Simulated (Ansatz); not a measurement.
# TiIN: the cost of one run

Computed with Ansatz 0.2.0 (reference: DFT PBE, plane waves, PAW, scalar-relativistic, collinear spin, unless a step's input says otherwise).

### Step 1. The starting structure

The structure is triclinic, space group P1 (No. 1). Conventional cell: a = 4.793 Å, b = 4.875 Å, c = 6.123 Å, α = 66.79°, β = 83.13°, γ = 81.66°. Around N (site symmetry 1) lie 1 N at 2.09 Å and 2 I at 2.48 to 2.51 Å and 2 Ti at 2.68 to 2.76 Å. Around N (site symmetry 1) lie 1 N at 2.09 Å and 2 I at 2.47 to 2.74 Å and 4 Ti at 2.61 to 2.93 Å. Around Ti (site symmetry 1) lie 3 N at 2.61 to 2.76 Å and 3 I at 2.95 to 3.06 Å. Around Ti (site symmetry 1) lie 3 N at 2.63 to 2.93 Å and 3 I at 3.00 to 3.01 Å. I (site symmetry 1) is surrounded by 3 N at 2.47 to 2.51 Å and 1 I at 2.85 Å and 3 Ti at 2.95 to 3.01 Å. I (site symmetry 1) has 1 N at 2.74 Å and 1 I at 2.85 Å and 3 Ti at 3.00 to 3.06 Å as nearest neighbours.

Coordinates:

```cif
data_structure
_symmetry_space_group_name_H-M 'P1'
_symmetry_Int_Tables_number 1
_cell_length_a 4.7933
_cell_length_b 4.8753
_cell_length_c 6.1225
_cell_angle_alpha 66.793
_cell_angle_beta 83.129
_cell_angle_gamma 81.661
_cell_volume 129.80
loop_
_atom_site_label
_atom_site_type_symbol
_atom_site_symmetry_multiplicity
_atom_site_Wyckoff_symbol
_atom_site_fract_x
_atom_site_fract_y
_atom_site_fract_z
_atom_site_occupancy
N1 N 1 a 0.50195 0.89287 0.53380 1
N2 N 1 a 0.28050 0.52167 0.72547 1
Ti1 Ti 1 a 0.81299 0.33617 0.67293 1
Ti2 Ti 1 a 0.33789 0.93512 0.95440 1
I1 I 1 a 0.01894 0.93034 0.40993 1
I2 I 1 a 0.87883 0.52872 0.08166 1
```

### Step 2. The reference run

The input, input.yaml:

```yaml
crystal:
  lattice:
    - [6.08483, -0.343366, -0.585043]
    - [-0.299386, 4.783242, 0.080098]
    - [-1.458261, 0.539924, 4.620649]
  atoms:
    - { symbol: "N", position: [0.533803, 0.498047, 0.107128] }
    - { symbol: "N", position: [0.725468, 0.719497, 0.478332] }
    - { symbol: Ti, position: [0.672928, 0.187009, 0.663833], spin: 1.1 }
    - { symbol: Ti, position: [0.954397, 0.662109, 0.064879], spin: 1.3 }
    - { symbol: I, position: [0.409927, 0.98106, 0.069658] }
    - { symbol: I, position: [0.081656, 0.121172, 0.471276] }
kpoints:
  mp_grid: { grid: [3, 4, 4], shift: [0.0, 0.0, 0.0] }
magnetization:
  spin_polarized: true
scf:
  occupations: { method: tetrahedron }
hamiltonian:
  pseudopotentials: { kind: paw }
  xc: pbe
basis:
  ecutwfc: 420
output:
  forces: true
  stress: true
  eigenvalues: true
```

On the command line:

```sh
$ ansatz run input.yaml --threads 1 --pin off --max-ram 2560MiB --backend cpu --events-out ev --progress --plain --runs-dir out
```

What time and memory should one allow on 1 thread of Intel Xeon Platinum 8375C at 2.90GHz (Ice Lake), shared host?

About 55 s, with a peak of 0.58 GiB.
